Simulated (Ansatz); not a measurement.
# C₂H₆OSi₂: up Jacob's ladder to CCSD(T)

The task here is to estimate one member of a computed series from the others.

Computed with Ansatz 0.2.0, Gaussian basis. Level: functionals in def2-TZVPP, the program's frozen cores in correlated methods.

Levels to be run: PBE-D4, r2SCAN-D4, PBE0-D4, B3LYP-D4, ωB97X-V, ωB97M-V, B2PLYP; CCSD(T)/def2-TZVPP; MP2/def2-QZVPP; extrapolation to the limit.

## Structure used throughout

All runs share one geometry, relaxed beforehand with PBE0-D4 in a triple-zeta def2 set.

11 atoms, charge 0, spin multiplicity 1.

Atoms are counted from 1 here; the program's logs count them from 0.

Bond lengths: O1–C2 1.156 Å, C2–C3 1.304 Å, C3–Si4 1.854 Å, C3–Si5 1.854 Å, Si4–H6 1.486 Å, Si4–H7 1.486 Å, Si4–H8 1.484 Å, Si5–H9 1.486 Å, Si5–H10 1.484 Å, Si5–H11 1.486 Å. Angles: O1–C2–C3 180.0°, C2–C3–Si4 118.4°, C2–C3–Si5 118.5°, Si4–C3–Si5 123.1°, C3–Si4–H6 109.9°, C3–Si4–H7 109.9°, C3–Si4–H8 109.3°, H6–Si4–H7 108.2°, H6–Si4–H8 109.8°, H7–Si4–H8 109.8°, C3–Si5–H9 109.9°, C3–Si5–H10 109.3°, C3–Si5–H11 109.9°, H9–Si5–H10 109.8°, H9–Si5–H11 108.2°, H10–Si5–H11 109.8°.

Geometry (Å):

| atom | x (Å) | y (Å) | z (Å) |
| --- | --- | --- | --- |
| O1 | 0.7730 | -2.4124 | 1.4110 |
| C2 | 0.4670 | -1.4504 | 0.8479 |
| C3 | 0.1213 | -0.3652 | 0.2127 |
| Si4 | -1.6745 | -0.0959 | -0.1602 |
| Si5 | 1.4476 | 0.8345 | -0.2745 |
| H6 | -2.1389 | 1.1653 | 0.4735 |
| H7 | -1.8739 | 0.0219 | -1.6279 |
| H8 | -2.4606 | -1.2408 | 0.3636 |
| H9 | 1.1858 | 2.1578 | 0.3484 |
| H10 | 2.7645 | 0.3187 | 0.1761 |
| H11 | 1.4540 | 1.0096 | -1.7500 |

Set-up of the first run:

Contents of in.yaml:

```yaml
crystal:
  periodic: [false, false, false]
  atoms:
    - {symbol: O, position_ang: [0.773015, -2.412364, 1.410969]}
    - {symbol: C, position_ang: [0.466994, -1.450377, 0.847937]}
    - {symbol: C, position_ang: [0.121275, -0.365209, 0.212669]}
    - {symbol: Si, position_ang: [-1.674458, -0.095878, -0.160231]}
    - {symbol: Si, position_ang: [1.447616, 0.834502, -0.274511]}
    - {symbol: H, position_ang: [-2.138862, 1.165252, 0.473544]}
    - {symbol: H, position_ang: [-1.873905, 0.021876, -1.627948]}
    - {symbol: H, position_ang: [-2.460560, -1.240815, 0.363618]}
    - {symbol: H, position_ang: [1.185826, 2.157849, 0.348384]}
    - {symbol: H, position_ang: [2.764464, 0.318651, 0.176067]}
    - {symbol: H, position_ang: [1.453994, 1.009614, -1.749997]}
basis:
  gaussian: {orbitals: def2-TZVPP}
hamiltonian: {xc: pbe, dispersion: d4}
output: {forces: true, orbitals: {seedname: orbitals}}
```

Run with:

```console
ansatz run in.yaml --threads 4 --pin off --events-out ev --progress --plain --max-ram 10444MiB
```

Steps of the session up to this table: PBE-D4 (GGA); r2SCAN-D4 (meta-GGA); PBE0-D4 (hybrid); B3LYP-D4 (hybrid); ωB97X-V (range-separated); ωB97M-V (range-separated); B2PLYP (double hybrid); CCSD(T) in def2-TZVPP; MP2 in def2-QZVPP.

One table of the session follows, with a row left open; its other results are not shown here.

It belongs to the step «Atomisation energies». 

| method | atomisation energy (kJ/mol) |
| --- | --- |
| PBE-D4 | 4128.2 |
| r2SCAN-D4 | 4083.6 |
| PBE0-D4 | 4054.2 |
| B3LYP-D4 | 4064.0 |
| ωB97X-V | 4082.8 |
| ωB97M-V | 4072.1 |
| B2PLYP | 4021.5 |
| HF/def2-TZVPP | 2976.5 |
| MP2/def2-TZVPP | 4021.6 |
| CCSD/def2-TZVPP | 3882.5 |
| CCSD(T)/def2-TZVPP | ? |
| MP2/CBS | 4126.5 |
| CCSD(T)/CBS | 4054.9 |

**Question.** Estimate the row for CCSD(T)/def2-TZVPP.

**Answer.** atomisation energy (kJ/mol): 3950.0. In the column «atomisation energy (kJ/mol)» it lies between CCSD/def2-TZVPP (3882.5) and B2PLYP (4021.5).

Caveats from the session: Free atoms (1 O, 2 C, 2 Si, 6 H) were run apart at each level; the atomisation energy is their sum less the molecule, without zero-point or spin-orbit terms.
